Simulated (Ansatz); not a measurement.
# FH5Si3: harmonic frequencies at the relaxed geometry, by script

At which frequencies does FH5Si3 vibrate? Aim: harmonic frequencies at the relaxed geometry, for FH5Si3, run from a script. SMILES: F[SiH]1[SiH2][SiH2]1.

Program: the Python package of Ansatz 0.2.0. Level of theory: B3LYP/6-31G*. These are calculated values, not measurements.

### 1 The system

Bond lengths: F1–Si2 1.527 Å, Si2–Si3 2.213 Å, Si2–Si4 2.240 Å, Si3–Si4 2.220 Å, Si2–H5 1.508 Å, Si3–H6 1.506 Å, Si3–H7 1.543 Å, Si4–H8 1.470 Å, Si4–H9 1.570 Å. Angles (14 of 18 angles, heavy atoms first): F1–Si2–Si3 114.7°, F1–Si2–Si4 116.5°, Si3–Si2–Si4 59.8°, Si2–Si3–Si4 60.7°, Si2–Si4–Si3 59.5°, F1–Si2–H5 116.0°, Si3–Si2–H5 119.4°, Si4–Si2–H5 118.8°, Si2–Si3–H6 121.2°, Si2–Si3–H7 119.4°, Si4–Si3–H6 114.9°, Si4–Si3–H7 111.8°, Si2–Si4–H8 119.1°, Si2–Si4–H9 117.9°.

The script holds or builds the structure itself.

### 2 The code

fh5si3_freq.py reads:

```python
"""Harmonic frequencies of FH5Si3 at its relaxed geometry."""

import ansatz as az
from ase import Atoms
from ase.thermochemistry import IdealGasThermo
import numpy as np


def main() -> None:
    atoms = Atoms(["F", "Si", "Si", "Si", "H", "H", "H", "H", "H"], positions=[
        (-1.7968, 1.1315, -1.245),
        (-0.6277, 0.1531, -1.1621),
        (0.9809, 0.7512, 0.2353),
        (-0.3648, -0.9277, 0.7824),
        (-0.269, -0.5568, -2.4427),
        (0.8477, 1.978, 1.0991),
        (2.4243, 0.2683, -0.0199),
        (0.2415, -2.2672, 0.7805),
        (-1.3476, -0.5769, 1.9554),
    ])
    system = az.Crystal.molecule_from_ase(atoms)

    job = system.calculation()
    job = job.basis(gaussian="6-31G*").functional("b3lyp")
    job = job.scf(lower_state_search="off")
    symbols = [site.symbol for site in system.cartesian_sites]
    start = np.array([site.position_ang for site in system.cartesian_sites], dtype=float)
    report = job.relax(force_tolerance=0.003).run().report
    end = np.array(report["positions_ang"])

    print("bond        before    after (A)")
    for i, j in [(0, 1), (1, 2), (1, 3), (1, 4), (2, 3), (2, 5), (2, 6), (3, 7), (3, 8)]:
        d0, d1 = (np.linalg.norm(xyz[i] - xyz[j]) for xyz in (start, end))
        print(f"{symbols[i]}{i}-{symbols[j]}{j}".ljust(10), f"{d0:8.4f} {d1:8.4f}")

    # same settings at the minimum
    minimum = az.Crystal.molecule()
    for symbol, xyz in zip(symbols, end):
        minimum = minimum.atom(symbol, xyz.tolist())
    vibrating = minimum.calculation()
    vibrating = vibrating.basis(gaussian="6-31G*")
    vibrating = vibrating.functional("b3lyp")
    vibrating = vibrating.scf(lower_state_search="off").phonons(temperatures=(298.15, 498.15, 100))
    vib = vibrating.run().report["vibrations"]
    sums = vib["harmonic_sums"]
    modes = [m["omega_inv_cm"] for m in sums["modes_at_gamma"] if m["rigid_motion"] == "no"]
    for number, w in enumerate(modes, start=1):
        print(f"mode {number:2d} {w:9.1f} 1/cm {w / 8065.544 * 1000:8.2f} meV")
    print("imaginary modes:", sum(w < 0 for w in modes), " zero-point energy:", round(sums["zero_point_energy_ev"], 4), "eV")
    # rigid rotor and ideal gas, symmetry number taken as one
    gas = IdealGasThermo(vib_energies=[w / 8065.544 for w in modes if w > 0], geometry="linear" if len(modes) == 3 * len(symbols) - 5 else "nonlinear",
                         atoms=Atoms(symbols, positions=end), symmetrynumber=1, spin=0.0)
    print(f"H(298 K) - E = {gas.get_enthalpy(298.15, verbose=False):.4f} eV")
    print(f"S(298 K, 1 bar) = {96485.33 * gas.get_entropy(298.15, 1e5, verbose=False):.1f} J/(mol K) with symmetry number 1")

    # all hydrogen replaced by deuterium
    heavier = vibrating.phonons(masses={"H": 2.014102}).run().report["vibrations"]["harmonic_sums"]
    print("deuterated (1/cm):", " ".join(f"{m['omega_inv_cm']:.0f}" for m in heavier["modes_at_gamma"] if m["rigid_motion"] == "no"))
    print("zero-point energy falls by", round(sums["zero_point_energy_ev"] - heavier["zero_point_energy_ev"], 4), "eV")


if __name__ == "__main__":
    main()
```

### 3 The calls as engine input

The package turns the script's settings into the engine's input (first run):

```yaml
crystal:
  periodic: [false, false, false]
  atoms:
    - { symbol: F, position_ang: [-1.7968, 1.1315, -1.245] }
    - { symbol: Si, position_ang: [-0.6277, 0.1531, -1.1621] }
    - { symbol: Si, position_ang: [0.9809, 0.7512, 0.2353] }
    - { symbol: Si, position_ang: [-0.3648, -0.9277, 0.7824] }
    - { symbol: H, position_ang: [-0.269, -0.5568, -2.4427] }
    - { symbol: H, position_ang: [0.8477, 1.978, 1.0991] }
    - { symbol: H, position_ang: [2.4243, 0.2683, -0.0199] }
    - { symbol: H, position_ang: [0.2415, -2.2672, 0.7805] }
    - { symbol: H, position_ang: [-1.3476, -0.5769, 1.9554] }
basis:
  gaussian:
    orbitals: "6-31G*"
hamiltonian:
  xc: b3lyp
scf:
  lower_state_search: "off"
relax:
  f_tol: 0.003
```

### 4 Running it

Launch:

```console
$ python fh5si3_freq.py
```

Q: Predict the main results. Wanted: highest frequency; imaginary modes; zero-point energy.

As calculated:

| quantity | value |
| --- | --- |
| runs compared | 3 |
| highest frequency | 2260 cm⁻¹ |
| imaginary modes | 0 |
| zero-point energy | 1.223 eV |

What this shows: In CPU time, run 2 cost about 5.3 times as much as run 1. Run 1: After 8 moves the largest shift is 0.321 Å, of atom 7 (H). All frequencies are real, so the geometry is a minimum. The values are harmonic; measured fundamentals also hold anharmonic shifts, mostly downward for stretches. The frequencies are harmonic and unscaled, in a modest basis. The result belongs to the one conformer reached from this start, and soft torsions count as harmonic oscillators. b3lyp holds the VWN-RPA fit, as in Gaussian; the form of ORCA and Turbomole is b3lyp5. The entropy takes a symmetry number of 1; a symmetric molecule's is lower by R ln(sigma).
